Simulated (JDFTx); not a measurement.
Set up this calculation in JDFTx 1.7.0 (patched build), as the native input.

```
Task                                    : single point
Functional                              : PBE
Potentials or basis                     : PseudoDojo-SR-PBE-0.5-standard with smoothed tails
Cutoff                                  : 1306 eV
Density cutoff                          : 10449 eV
k mesh                                  : 11 × 11 × 11
Occupations                             : fermi-dirac, width 0.05 eV
Spin                                    : collinear spin, ferromagnetic start
Starting moments                        : [2.0, 0.0] μB
Local potential set to -Z/r beyond      : 6 bohr
Density cutoff over wavefunction cutoff : 8
Max SCF steps                           : 100
SCF threshold on the energy             : 1e-09 Ha
Solver of the electrons                 : scf
Further solve for the empty bands       : yes
```

The system is CoO.

```
Co O
1.0
     0.00000    2.13150    2.13150
     2.13150    0.00000    2.13150
     2.13150    2.13150    0.00000
Co O
1 1
Direct
  0.00000 0.00000 0.00000
  0.50000 0.50000 0.50000
```

One way to write it, as run:

CoO.in

```
lattice \
    0.0000000000     4.0279543716     4.0279543716 \
    4.0279543716     0.0000000000     4.0279543716 \
    4.0279543716     4.0279543716     0.0000000000
coords-type Lattice
ion Co     0.0000000000     0.0000000000     0.0000000000 1
ion O      0.5000000000     0.5000000000     0.5000000000 1

ion-species pseudo/Co.upf
ion-species pseudo/O.upf
elec-cutoff 48 384
elec-ex-corr gga-PBE
kpoint-folding 11 11 11
elec-smearing Fermi 0.0018374661
elec-n-bands 19
spintype z-spin
initial-magnetic-moments Co 2
elec-initial-magnetization 2 no
electronic-SCF nIterations 100 energyDiffThreshold 1e-09
electronic-minimize nIterations 30 energyDiffThreshold 1e-7
converge-empty-states yes
forces-output-coords Cartesian

dump-name run.$VAR
dump End Ecomponents EigStats BandEigs Kpoints Forces Stress
```

Potentials or basis: PseudoDojo-SR-PBE-0.5-standard with smoothed tails.

Launch:

```bash
$ jdftx -c 1 -i CoO.in -o CoO.out
```

It gave:

```
Pressure               : -2.0 GPa
Band gap on the k mesh : none (metal or under the smearing width)
Net moment             : 2.99 μB per cell
Absolute moment        : 3.01 μB per cell
Site moments           : Co +2.59; O +0.41 μB
Loewdin charges        : Co +1.12; O -1.00 e
```

Caveat: the atomic charges don't sum to the cell's charge; a cell with one magnetic atom can't hold antiferromagnetic order, which such compounds often take; semilocal functionals often make such compounds metallic where correlation or magnetic order opens a gap, which also shifts bond lengths.

Run time: 4.6 min on 1 thread of Arm Neoverse V1 (shared host), peak memory 0.23 GiB.
